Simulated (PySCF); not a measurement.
**C7H13BO2: geometry, NMR shifts and electronic excitations**

Wanted: the NMR shifts and electronic excitations of C7H13BO2 (`OB(O)[C@@H]1CC[C@H]2C[C@@H]1C2`), by calculation.

The runs use PySCF 2.14.0, with density-fitted response routines of our own; the level of theory stands in each step. All values are computed, except where a source is named. Atoms count from 0, in the outputs and in this text.

## Step 1: The starting structure

23 atoms, charge 0, multiplicity 1; geometry from: GFN2-xTB.

Bonds of the start (Å): O0–B1 1.36, B1–O2 1.35, B1–C3 1.61, C3–C4 1.55, C4–C5 1.53, C5–C6 1.53, C6–C7 1.54, C7–C8 1.54, C8–C9 1.54, C8–C3 1.53, C9–C6 1.53, O0–H10 0.96, O2–H11 0.96, C3–H12 1.10, C4–H13 1.09, C4–H14 1.09, C5–H15 1.09, C5–H16 1.09, C6–H17 1.09, C7–H18 1.09, C7–H19 1.09, C8–H20 1.09, C9–H21 1.09, C9–H22 1.09.

## Step 2: Relaxing the molecule at PBE0-D3(BJ)/def2-SVP

Job settings and geometry (Å):

```
{"job": {"xc": "PBE0", "basis": "def2-SVP", "d3": "d3bj", "grid": 1, "kind": "geom"}, "charge": 0, "multiplicity": 1}
O      2.394346    -1.302520     1.056890
B      1.952239    -0.037400     0.815553
O      2.420941     0.945736     1.611247
C      0.951248     0.352480    -0.388167
C      0.020456     1.537372    -0.044695
C     -1.341806     1.080521     0.493455
C     -1.767865    -0.233456    -0.156488
C     -1.174865    -0.350217    -1.569025
C      0.108907    -0.834444    -0.874688
C     -0.784270    -1.330459     0.273780
H      2.031045    -1.990885     0.502851
H      3.031845     0.642033     2.284141
H      1.586099     0.679045    -1.222221
H      0.513483     2.179166     0.684347
H     -0.141820     2.135932    -0.942329
H     -2.082638     1.858868     0.298054
H     -1.292478     0.935349     1.575011
H     -2.834325    -0.424562    -0.027049
H     -1.123154     0.547968    -2.177768
H     -1.646383    -1.147647    -2.141117
H      0.718298    -1.570919    -1.405775
H     -1.172749    -2.333633     0.101642
H     -0.380797    -1.257372     1.282579
```

**Question.** This job is followed by: GIAO PBE0/pcSseg-1 NMR shielding, non-relativistic, gas phase; TDDFT CAM-B3LYP/def2-SVPD, vertical, gas phase, core orbitals frozen in the response; GIAO B97-2/pcSseg-1 NMR shielding, non-relativistic, gas phase. What will the session give for the following? point group; rotational constants (main isotopes); 13C shifts against TMS (PBE0/pcSseg-1); 1H shifts against TMS (PBE0/pcSseg-1, means over atoms taken as alike); 17O shifts against H2O (PBE0/pcSseg-1, means over atoms taken as alike); 11B shifts against BF3·OEt2 (PBE0/pcSseg-1); lowest singlet (CAM-B3LYP/def2-SVPD); lowest triplet; vertical ionisation energy (ΔSCF); range of the shift of O0.

The runs gave:

| quantity | value |
| --- | --- |
| point group | C1 |
| rotational constants (main isotopes) | 2.31, 1.09, 0.91 GHz |
| 13C shifts against TMS (PBE0/pcSseg-1) | 40.9, 36.0, 35.7, 31.8, 29.4, 27.0, 19.0 ppm |
| 1H shifts against TMS (PBE0/pcSseg-1, means over atoms taken as alike) | 3.84, 2.07, 2.06, 2.00, 1.95, 1.93, 1.85, 1.85, 1.72, 1.56, 1.26, 0.85 ppm |
| 17O shifts against H2O (PBE0/pcSseg-1, means over atoms taken as alike) | 124.9 ppm |
| 11B shifts against BF3·OEt2 (PBE0/pcSseg-1) | 32.3 ppm |
| lowest singlet (CAM-B3LYP/def2-SVPD) | 7.43 eV (167 nm), f = 0.027 |
| lowest triplet | 7.20 eV |
| vertical ionisation energy (ΔSCF) | 9.97 eV |
| range of the shift of O0 | 118.9 to 124.9 ppm |

**Reading.** Relaxing lowered the energy by 0.069 eV in 11 steps; the close pair that moved most is B1–C3, from 1.613 to 1.586 Å. No frequency check was run at this level, so the end point may be a saddle. At PBE0/pcSseg-1: The largest span, 187 ppm, is at O0, O2, where the paramagnetic term is -178 ppm. The first singlet state (HOMO→LUMO 0.78) lies at 7.43 eV and is weak. The lowest triplet lies 0.22 eV below the lowest singlet (triplets in Tamm-Dancoff, singlets in full TDDFT). The orbital energy would give 9.31 eV for ionisation, ΔSCF gives 9.97 eV. Across the 2 runs the shift of O0 (with its like atoms) moves most, between 118.9 (B97-2/pcSseg-1) and 124.9 ppm (PBE0/pcSseg-1). Part of that comes from the computed reference.
